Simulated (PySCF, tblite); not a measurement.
# C6H8BrO radical: geometry, infrared bands and EPR parameters

Wanted: the infrared bands and EPR parameters of C6H8BrO radical (`CC(=C=O)[CH]CCBr`), by calculation.

The runs use tblite 0.8.0 and PySCF 2.14.0, with density-fitted response routines of our own; the level of theory stands in each step. All values are computed, except where a source is named. Atoms are numbered from 0 throughout.

### 1 Starting geometry

16 atoms, charge 0, multiplicity 2; geometry from: force field or distance geometry start.

Bonds of the start (Å): C0–C1 1.51, C1–C2 1.30, C2–O3 1.26, C1–C4 1.45, C4–C5 1.47, C5–C6 1.52, C6–Br7 1.93, C0–H8 1.12, C0–H9 1.11, C0–H10 1.08, C4–H11 1.11, C5–H12 1.11, C5–H13 1.11, C6–H14 1.11, C6–H15 1.11.

### 2 Relaxing the molecule with GFN2-xTB

What the job is given:

```
{"job": {"kind": "relax", "xc": "GFN2-xTB", "basis": "xTB"}, "charge": 0, "multiplicity": 2}
C      2.356800    -0.295500    -0.013800
C      1.168700     0.625500    -0.167100
C      1.377000     1.875200     0.128500
O      1.560900     3.097400     0.391000
C     -0.132200     0.151600    -0.582400
C     -1.102200    -0.250800     0.445900
C     -2.397300    -0.703700    -0.214900
Br    -3.086400     0.790400    -1.229100
H      2.310100    -0.965400    -0.910800
H      2.193300    -0.955400     0.866700
H      3.310100     0.211600    -0.042000
H     -0.155800    -0.420500    -1.528100
H     -1.378700     0.526800     1.195400
H     -0.699400    -1.133600     0.986000
H     -2.217700    -1.575900    -0.883200
H     -3.115000    -0.968700     0.588100
```

Launch:

```bash
OMP_NUM_THREADS=1 python probes_run.py task.json out
```

This one command runs all jobs of the session in turn.

**Question.** This job is followed by: GFN2-xTB harmonic vibrations, gas phase; UKS B3LYP, def2-TZVP-core on Br, pcH-1 on C H O, non-relativistic, mean-field spin-orbit, GIAO. What will the session give for the following? strongest single infrared mode (GFN2-xTB); zero-point energy (GFN2-xTB); g(iso) (B3LYP); ⟨S²⟩; largest a(iso) (averaged by class); surface potential, 1st and 99th percentile.

The runs gave:

```
                                 quantity                  value
strongest single infrared mode (GFN2-xTB)  2192 cm⁻¹, 752 km/mol
             zero-point energy (GFN2-xTB)          76.0 kcal/mol
                           g(iso) (B3LYP)                2.00193
                                     ⟨S²⟩     0.763 (exact 0.75)
       largest a(iso) (averaged by class)    13C on C6, 69.0 MHz
    surface potential, 1st and 99th percentile     -0.94 V and 1.03 V
```

What this shows: Relaxing lowered the energy by 1.336 eV in 134 steps; the close pair that moved most is C2–O3, from 1.264 to 1.169 Å. No mode is imaginary among the 42: a minimum at this level. The strongest single mode, at 2192 cm⁻¹, moves mainly C2. Unscaled tight-binding wavenumbers are off by several per cent, some by more. Its intensities can rank the bands wrongly. C4 carries the largest spin population, 0.76 e. The isotropic g lies 0.4 ppt below the free-electron value. The hyperfine terms hold no scalar relativity, which the heavier nuclei need.
